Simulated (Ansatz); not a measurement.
# K: the cost of one run

Computed with Ansatz 0.2.0 through its Python package. Level of theory: DFT PBEsol, plane waves, PAW.

This is K in the simple cubic structure; at room conditions it is bcc.

## (1) The system

K Pm-3m: The structure is cubic, space group Pm-3m (No. 221). Conventional cell: a = 4.280 Å, b = 4.280 Å, c = 4.280 Å, α = 90.00°, β = 90.00°, γ = 90.00°. K (site symmetry m-3m) has 6 K at 4.28 Å as nearest neighbours.

K Fm-3m: It takes space group Fm-3m (No. 225, cubic). The conventional cell has a = 6.580 Å, b = 6.580 Å, c = 6.580 Å, α = 90.00°, β = 90.00°, γ = 90.00°.

No structure file is read: the coordinates are typed or built in the script.

## (2) The code

transition.py reads:

```python
"""Pressure at which two phases of K cross."""

import ansatz as az
import numpy as np

config = {
    "cutoff_ev": 510,
    "xc": "PBEsol",
    "k_spacing": 0.16,
    "filling": "cold",
    "sigma": 0.05,
}


def sc(first, a):
    return (
        az.Lattice.cubic(a)
        .space_group(221)
        .atom(first, [0, 0, 0])
    )


def fcc(a_site, a):
    return (
        az.Lattice.fcc(a)
        .space_group(225)
        .atom(a_site, [0, 0, 0])
        .primitive()
    )


def compute(name, crystal, pressure=0.0):
    calc = crystal.calculation()
    calc = calc.basis(config["cutoff_ev"]).functional(config["xc"])
    calc = calc.kpoints(spacing=config["k_spacing"])
    calc = calc.occupations(config["filling"], width=config["sigma"])
    calc = calc.relax(force_tolerance=0.02, max_steps=60, cell=True, pressure=pressure)
    return calc.run(threads=1, backend="cpu")


def volume_per_atom(outcome):
    return abs(np.linalg.det(outcome.lattice.cell_ang)) / len(outcome.lattice.sites)

phases = {}
phases["sc"] = sc("K", 4.28)
phases["fcc"] = fcc("K", 6.58)

# enthalpy per atom at each pressure
pressures = [0, 5, 10, 20]
enthalpy, volume = {name: [] for name in phases}, {name: [] for name in phases}
for p in pressures:
    for name, crystal in phases.items():
        o = compute(name, crystal, pressure=p)
        volume[name].append(volume_per_atom(o))
        enthalpy[name].append(o.report["energy_sigma0_ev"] / len(o.lattice.sites) + p * volume[name][-1] / 160.21766)
gap = np.array(enthalpy["fcc"]) - np.array(enthalpy["sc"])
rows = [(p, va, vb, 1000 * d) for p, va, vb, d in zip(pressures, volume["sc"], volume["fcc"], gap)]
print("   P (GPa)  V sc (A^3/atom)  V fcc (A^3/atom)  H(fcc) - H(sc) (meV/atom)")
for row in rows:
    print(f"{row[0]:10d}  {row[1]:15.3f}  {row[2]:16.3f}  {row[3]:+25.1f}")
crossings = [p0 - g0 * (p1 - p0) / (g1 - g0) for p0, p1, g0, g1 in zip(pressures, pressures[1:], gap, gap[1:]) if g0 * g1 < 0]
print("crossing near", [round(float(p), 1) for p in crossings], "GPa") if crossings else print("no crossing in this range")
```

## (3) Running it

Launch:

```
$ python transition.py
```

**Question.** How long does this script take on 1 thread of Arm Neoverse V1, shared host, and how much memory does it need?

About 1.9 min, with a peak of 0.45 GiB.
